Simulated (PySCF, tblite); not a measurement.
# C5H11ClGe: geometry, infrared bands and NMR shifts

What infrared bands and NMR shifts should C5H11ClGe (`C=[C](Cl)[GeH2][CH2]CC`) show?

The runs use tblite 0.8.0 and PySCF 2.14.0, with density-fitted response routines of our own; the level of theory stands in each step. All values are computed, except where a source is named. Atoms count from 0, in the outputs and in this text.

## 1. The molecule as given

18 atoms, charge 0, multiplicity 1; geometry from: force field or distance geometry start.

Bonds of the start (Å): C0–C1 1.35, C1–Cl2 1.74, C1–Ge3 1.92, Ge3–C4 1.96, C4–C5 1.53, C5–C6 1.52, C0–H7 1.08, C0–H8 1.09, Ge3–H9 1.54, Ge3–H10 1.55, C4–H11 1.11, C4–H12 1.11, C5–H13 1.11, C5–H14 1.12, C6–H15 1.11, C6–H16 1.11, C6–H17 1.12.

## 2. Relaxing the molecule with GFN2-xTB

Job settings and geometry (Å):

```
{"job": {"kind": "relax", "xc": "GFN2-xTB", "basis": "xTB"}, "charge": 0, "multiplicity": 1}
C      2.138700     0.961300     1.517700
C      1.905300     1.281500     0.231600
Cl     2.008500     2.944600    -0.285600
Ge     1.478300    -0.085700    -1.046300
C     -0.165400    -0.994700    -0.491400
C     -1.326300     0.003100    -0.443200
C     -2.618300    -0.680200    -0.030900
H      2.078300    -0.061700     1.858500
H      2.374300     1.734200     2.242600
H      1.275200     0.544900    -2.431000
H      2.631900    -1.125500    -1.099400
H     -0.008500    -1.456100     0.501400
H     -0.391100    -1.792600    -1.225800
H     -1.457500     0.470000    -1.442300
H     -1.091100     0.813200     0.296200
H     -3.442900     0.064400     0.019400
H     -2.886600    -1.470400    -0.756900
H     -2.511600    -1.144000     0.980400
```

The run is started by

```bash
$ OMP_NUM_THREADS=1 python probes_run.py task.json out
```

One launch serves the whole session: the jobs run in the order shown.

**Question.** This job is followed by: GFN2-xTB harmonic vibrations, gas phase; GIAO PBE0/pcSseg-1 NMR shielding, non-relativistic, gas phase. Predict these results of the whole session: strongest single infrared mode (GFN2-xTB); zero-point energy (GFN2-xTB); ¹³C shifts against TMS (PBE0/pcSseg-1); ¹H shifts against TMS (PBE0/pcSseg-1, means over atoms taken as alike); ³⁵Cl shifts against HCl (PBE0/pcSseg-1); ⁷³Ge shifts against GeMe4 (PBE0/pcSseg-1).

**Answer**, as computed:

```
                                                              quantity                                   value
                             strongest single infrared mode (GFN2-xTB)                   2012 cm⁻¹, 448 km/mol
                                          zero-point energy (GFN2-xTB)                           87.2 kcal/mol
                                ¹³C shifts against TMS (PBE0/pcSseg-1)      153.8, 133.4, 24.1, 21.1, 20.9 ppm
¹H shifts against TMS (PBE0/pcSseg-1, means over atoms taken as alike)  6.33, 5.93, 4.31, 1.67, 1.12, 0.97 ppm
                               ³⁵Cl shifts against HCl (PBE0/pcSseg-1)                                 291 ppm
                             ⁷³Ge shifts against GeMe4 (PBE0/pcSseg-1)                                -126 ppm
```

In words: The optimisation took 136 steps and gained 0.200 eV; among the close pairs (by a distance rule), Ge3–H10 changed most, from 1.554 to 1.508 Å. All 48 modes are real, so the xTB geometry is a minimum. The strongest single mode, at 2012 cm⁻¹, moves mainly H9. Unscaled tight-binding wavenumbers are off by several per cent, some by more. Its intensities can rank the bands wrongly. The most deshielded carbon is C1 (fully substituted alkene carbon), at 153.8 ppm: as expected for a trigonal carbon in a double bond. At PBE0/pcSseg-1: The widest tensor belongs to Cl2: span 500 ppm, with a paramagnetic part of -489 ppm. Spin-orbit coupling is left out, which matters for shieldings and couplings at and beside the heavy atoms.
